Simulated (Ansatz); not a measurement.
**CH₆AlFO₂Si: up Jacob's ladder to CCSD(T)**

The task here is to estimate one member of a computed series from the others.

Computed with Ansatz 0.2.0, Gaussian basis. Level: functionals in def2-TZVPP, the program's frozen cores in correlated methods.

Levels to be run: PBE-D4, r2SCAN-D4, PBE0-D4, B3LYP-D4, ωB97X-V, ωB97M-V, B2PLYP; CCSD(T)/def2-TZVPP; MP2/def2-QZVPP; extrapolation to the limit.

## The relaxed structure

An earlier PBE0-D4 in a triple-zeta def2 set relaxation fixed the geometry.

12 atoms, charge 0, spin multiplicity 1.

Atoms are counted from 1 here; the program's logs count them from 0.

Bond lengths: F1–Al4 1.688 Å, C2–O3 1.226 Å, C2–O5 1.294 Å, C2–H7 1.093 Å, O3–Al4 1.965 Å, Al4–H8 1.588 Å, Al4–H9 1.588 Å, O5–Si6 1.720 Å, Si6–H10 1.476 Å, Si6–H11 1.475 Å, Si6–H12 1.476 Å. Angles: O3–C2–O5 122.3°, O3–C2–H7 121.9°, O5–C2–H7 115.9°, C2–O3–Al4 122.4°, F1–Al4–O3 94.4°, F1–Al4–H8 114.8°, F1–Al4–H9 114.8°, O3–Al4–H8 101.9°, O3–Al4–H9 101.9°, H8–Al4–H9 122.3°, C2–O5–Si6 121.3°, O5–Si6–H10 108.3°, O5–Si6–H11 102.2°, O5–Si6–H12 108.3°, H10–Si6–H11 112.4°, H10–Si6–H12 112.7°, H11–Si6–H12 112.4°.

The first run:

File in.yaml:

```yaml
crystal:
  periodic: [false, false, false]
  atoms:
    - {symbol: F, position_ang: [-2.241129, -2.039716, -0.165336]}
    - {symbol: C, position_ang: [-0.809949, 0.378581, 0.129452]}
    - {symbol: O, position_ang: [-0.018787, -0.533005, -0.083912]}
    - {symbol: Al, position_ang: [-0.600567, -2.391327, -0.350074]}
    - {symbol: O, position_ang: [-0.424452, 1.601430, 0.304642]}
    - {symbol: Si, position_ang: [1.240247, 2.029811, 0.248755]}
    - {symbol: H, position_ang: [-1.888048, 0.206175, 0.183330]}
    - {symbol: H, position_ang: [0.066239, -3.124878, 0.890523]}
    - {symbol: H, position_ang: [-0.143811, -2.667383, -1.845721]}
    - {symbol: H, position_ang: [1.942553, 1.298350, 1.321618]}
    - {symbol: H, position_ang: [1.197566, 3.483226, 0.495721]}
    - {symbol: H, position_ang: [1.757140, 1.703536, -1.094998]}
basis:
  gaussian: {orbitals: def2-TZVPP}
hamiltonian: {xc: pbe, dispersion: d4}
output: {forces: true, orbitals: {seedname: orbitals}}
```

Command:

```sh
> ansatz run in.yaml --threads 2 --pin off --events-out ev --progress --plain --max-ram 20480MiB --backend cuda --devices 0, --max-vram 18GiB
```

Steps of the session up to this table: PBE-D4 (GGA); r2SCAN-D4 (meta-GGA); PBE0-D4 (hybrid); B3LYP-D4 (hybrid); ωB97X-V (range-separated); ωB97M-V (range-separated); B2PLYP (double hybrid); CCSD(T) in def2-TZVPP; MP2 in def2-QZVPP.

One table of the session follows, with a row left open; its other results are not shown here.

| method | atomisation energy (kJ/mol) |
| --- | --- |
| PBE-D4 | 4387.5 |
| r2SCAN-D4 | 4362.4 |
| PBE0-D4 | 4293.8 |
| B3LYP-D4 | ? |
| ωB97X-V | 4371.0 |
| ωB97M-V | 4362.6 |
| B2PLYP | 4305.4 |
| HF/def2-TZVPP | 3176.4 |
| MP2/def2-TZVPP | 4338.6 |
| CCSD/def2-TZVPP | 4181.5 |
| CCSD(T)/def2-TZVPP | 4246.0 |
| MP2/CBS | 4461.0 |
| CCSD(T)/CBS | 4368.4 |

**Question.** Estimate the row for B3LYP-D4.

As computed: atomisation energy (kJ/mol): 4338.1. In the column «atomisation energy (kJ/mol)» it lies between B2PLYP (4305.4) and MP2/def2-TZVPP (4338.6).
